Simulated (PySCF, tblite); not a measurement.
# C6H7O3 radical: geometry, infrared bands and EPR parameters

Aim: predict the infrared bands and EPR parameters of C6H7O3 radical (`C=[C]/C(=C/OC=O)OC`).

The runs use tblite 0.8.0 and PySCF 2.14.0, with density-fitted response routines of our own; the level of theory stands in each step. All values are computed, except where a source is named. Atoms are numbered from 0 throughout.

**1. The starting structure**

16 atoms, charge 0, multiplicity 2; geometry from: force field or distance geometry start.

Bonds of the start (Å): C0–C1 1.29, C1–C2 1.47, C2–C3 1.31, C3–O4 1.38, O4–C5 1.39, C5–O6 1.26, C2–O7 1.38, O7–C8 1.40, C0–H9 1.09, C0–H10 1.09, C3–H11 1.11, C5–H12 1.08, C8–H13 1.11, C8–H14 1.13, C8–H15 1.12.

**2. Optimising the geometry with GFN2-xTB**

Job settings and geometry (Å):

```
{"job": {"kind": "relax", "xc": "GFN2-xTB", "basis": "xTB"}, "charge": 0, "multiplicity": 2}
C     -2.752000    -0.527000    -0.529000
C     -1.572500    -1.033500    -0.435600
C     -0.310900    -0.287300    -0.361000
C      0.796700    -0.988300    -0.269000
O      2.003700    -0.322500    -0.191600
C      3.213500    -1.005500    -0.091900
O      3.224700    -2.265600    -0.048200
O     -0.224200     1.087100    -0.401800
C     -0.584800     1.955900     0.635700
H     -2.992600     0.531400    -0.577000
H     -3.608500    -1.206000    -0.565500
H      0.738500    -2.096300    -0.224000
H      4.127400    -0.424100    -0.035100
H     -0.435700     3.027900     0.394900
H     -1.661300     1.837100     0.945700
H      0.030400     1.725600     1.544500
```

On the command line:

```sh
> OMP_NUM_THREADS=1 python probes_run.py task.json out
```

This one command runs all jobs of the session in turn.

**Question.** This job is followed by: GFN2-xTB harmonic vibrations, gas phase; UKS B3LYP, pcH-1 on C H O, non-relativistic, mean-field spin-orbit, GIAO. What will the session give for the following? strongest single infrared mode (GFN2-xTB); zero-point energy (GFN2-xTB); g(iso) (B3LYP); ⟨S²⟩; largest a(iso) (averaged by class); potential on the surface of density 0.002 e/bohr³, 1st and 99th percentile.

The runs gave:

| quantity | value |
| --- | --- |
| strongest single infrared mode (GFN2-xTB) | 1737 cm⁻¹, 880 km/mol |
| zero-point energy (GFN2-xTB) | 71.4 kcal/mol |
| g(iso) (B3LYP) | 2.00247 |
| ⟨S²⟩ | 0.773 (exact 0.75) |
| largest a(iso) (averaged by class) | 1H on H9, H10, 99.2 MHz |
| potential on the surface of density 0.002 e/bohr³, 1st and 99th percentile | -1.58 V and 1.13 V |

The optimisation took 139 steps and gained 1.528 eV; among the close pairs (by a distance rule), C1–C2 changed most, from 1.468 to 1.348 Å. All 42 modes are real, so the xTB geometry is a minimum. The strongest single mode, at 1737 cm⁻¹, moves mainly C5 and O6. GFN2-xTB is a fitted tight-binding method: band positions and strengths are rough. Its intensities can rank the bands wrongly. The largest spin populations lie on C3 (0.66 e), C1 (0.51 e). The isotropic g lies 0.2 ppt above the free-electron value. The conformer search found further structures of the same energy, which may be mirror or relabelled copies of this one.
